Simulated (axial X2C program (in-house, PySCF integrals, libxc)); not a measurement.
# TiH: properties at the nuclei

Aim: properties at the nuclei of TiH, with spin–orbit coupling in the Hamiltonian from the start.

Program: an in-house X2C program for linear molecules on PySCF integrals. Level of theory: two-component X2C with atomic mean-field terms, Ti dyall-acv3z, H dyall-av3z. These are calculated values, not measurements.

**1. The job**

The input, task.json:

```json
{
 "zs": [
  22,
  1
 ],
 "q": 0,
 "bas": [
  "dyall-acv3z",
  "dyall-av3z"
 ],
 "r0": 1.68,
 "levels": [
  "PBE0",
  "HF",
  "B3LYP"
 ],
 "nst": 1,
 "ff": 1,
 "thr": -3.5,
 "nmax": 130,
 "opt": {
  "ecut": 60
 }
}
```

Keys: zs atomic numbers; q charge; bas basis sets; r0 starting distance in Å; levels methods (HF also brings MP2); nst determinants followed; ff finite-field run; thr threshold in hartree for freezing inner shells (an s shell follows its p shell); nmax most natural virtual spinors; ecut virtual cutoff in hartree.

Started as:

```sh
$ python soeom.py task.json out
```

Nuclei are Gaussian, cores are contracted, and the Gaunt term is on.

**2. Expectation values, lowest determinant**

R = 1.753 Å. State: Ω = 3/2 (excess of +ω over −ω: ω = 3/2).

Output of the PBE0 run:

```text
two-component X2C + atomic mean field  PBE0
basis functions 151  fitting functions 823  grid points 5072
iter        total energy     max residual
   1       -853.933057806     6.33e-06
   2       -853.933057808     5.88e-06
converged
one-electron -1183.63833400  Coulomb 365.82221156  exact exchange -10.43539235  xc functional -32.13045396  nuclear repulsion 6.64112872  atomic mean-field constant -0.19221777
```

The highest occupied spinor is 46% Ti s, 29% Ti d, 13% Ti p.

| level | Eeff magnitude (GV/cm) | Ws magnitude Ti (kHz) | A∥/gI Ti (MHz) | qzz Ti (a.u.) | A∥/gI H (MHz) | qzz H (a.u.) | μ (D) |
| --- | --- | --- | --- | --- | --- | --- | --- |
| PBE0 | 0.342 | 0.0856 | -17.2 | -0.72 | 3.84 | 0.07 | -2.58 |
| HF | 0.547 | 0.14 | 65.9 | -1.07 | -2.23 | 0.09 | -1.69 |
| B3LYP | 0.344 | 0.0862 | -32.8 | -0.69 | 1.99 | 0.07 | -2.59 |

Eeff is the effective electric field on the electron dipole moment in this Ω state and Ws the scalar–pseudoscalar constant (defined with the proton number Z and per Ω); A∥ is the parallel hyperfine constant, which follows by multiplying with the nuclear g factor gI = μI/(I μN); qzz is the electric field gradient, eQq0 = 234.96 MHz × Q/barn × qzz; μ is positive if H is the positive end. The operators were transformed with the bare-nucleus X2C matrices.

**3. Finite-field coupled cluster**

Output:

```text
two-component X2C + atomic mean field  HF
basis functions 151  fitting functions 823  grid points 5072
iter        total energy     max residual
   1       -853.108780913     2.02e-01
   2       -853.125168044     1.36e-02
   3       -853.129149348     1.10e-02
   4       -853.130981777     8.99e-03
   5       -853.133453928     6.86e-03
   6       -853.135281317     3.51e-03
   7       -853.135817076     1.13e-03
   8       -853.135886690     2.91e-04
   9       -853.135889650     1.37e-04
  10       -853.135890128     6.46e-05
  11       -853.135890317     3.73e-05
  12       -853.135890383     3.42e-05
  13       -853.135890416     3.02e-05
  14       -853.135890463     2.19e-05
  15       -853.135890503     8.37e-06
  16       -853.135890509     2.39e-06
  17       -853.135890510     1.53e-06
converged
one-electron -1182.42568682  Coulomb 364.62863236  exact exchange -41.78774700  xc functional 0.00000000  nuclear repulsion 6.64112872  atomic mean-field constant -0.19221777
correlated 13  virtual 257  natural virtual 130  E(MP2) -0.370567893  MP2 remainder -0.004804803
iter   CCSD correlation   residual
   1     -0.380866775   9.64e-02
   2     -0.388913672   4.31e-02
   3     -0.390552692   2.73e-02
   4     -0.391023808   1.94e-02
   5     -0.391742190   1.24e-02
   6     -0.392108038   6.85e-03
   7     -0.392140532   3.00e-03
   8     -0.392161046   1.29e-03
   9     -0.392154457   5.76e-04
  10     -0.392164189   2.59e-04
  11     -0.392164263   1.25e-04
  12     -0.392164762   6.16e-05
  13     -0.392164579   4.03e-05
  14     -0.392165055   2.90e-05
  15     -0.392165580   2.17e-05
  16     -0.392165787   1.66e-05
  17     -0.392165901   1.25e-05
  18     -0.392165716   7.73e-06
  19     -0.392165682   4.16e-06
  20     -0.392165629   2.20e-06
  21     -0.392165611   1.17e-06
(T) -0.011105441  T1 0.0648  D1 0.2195  max T2 0.050
```

T1 in the output is the amplitude norm over the root of the electron number; divide by √2 for the Lee–Taylor value.

13 electrons correlated in 130 natural virtual spinors, MP2 remainder added; T1 = 0.046.

```
  level  Eeff magnitude (GV/cm)  Ws magnitude Ti (kHz)  A∥/gI Ti (MHz)  qzz Ti (a.u.)  A∥/gI H (MHz)  μ (D)
     HF                   0.547                   0.14            65.9          -1.07          -2.23  -1.69
    MP2                    0.56                  0.142           -33.7          -0.88          -1.93  -2.34
   CCSD                   0.493                  0.125           -19.9          -0.85          -1.47  -2.38
CCSD(T)                   0.488                  0.123           -23.5          -0.81          -1.66  -2.40
```

**4. Results**

| quantity | value |
| --- | --- |
| lowest determinant | Ω = 3/2 (excess of +ω over −ω: ω = 3/2) |
| Eeff magnitude (GV/cm), PBE0 | 0.342 |
| Ws magnitude Ti (kHz), PBE0 | 0.0856 |
| A∥/gI Ti (MHz), PBE0 | -17.2 |
| qzz Ti (a.u.), PBE0 | -0.72 |
| Eeff magnitude (GV/cm), CCSD(T) | 0.488 |
| Ws magnitude Ti (kHz), CCSD(T) | 0.123 |
| A∥/gI Ti (MHz), CCSD(T) | -23.5 |
| qzz Ti (a.u.), CCSD(T) | -0.81 |

**Reading.** In the first state, the effective field runs from 0.342 to 0.547 GV/cm over the mean-field levels. The expectation values come from single determinants, which for open shells can mix terms of unlike spin or miss the lowest Ω, so a determinant need not be a state. Eeff is the effective electric field on the electron dipole moment in this Ω state and Ws the scalar–pseudoscalar constant (defined with the proton number Z and per Ω); A∥ is the parallel hyperfine constant, which follows by multiplying with the nuclear g factor gI = μI/(I μN); qzz is the electric field gradient, eQq0 = 234.96 MHz × Q/barn × qzz; μ is positive if H is the positive end. The operators were transformed with the bare-nucleus X2C matrices. Correlation of the inner shells is missing, which matters for properties at the nucleus.
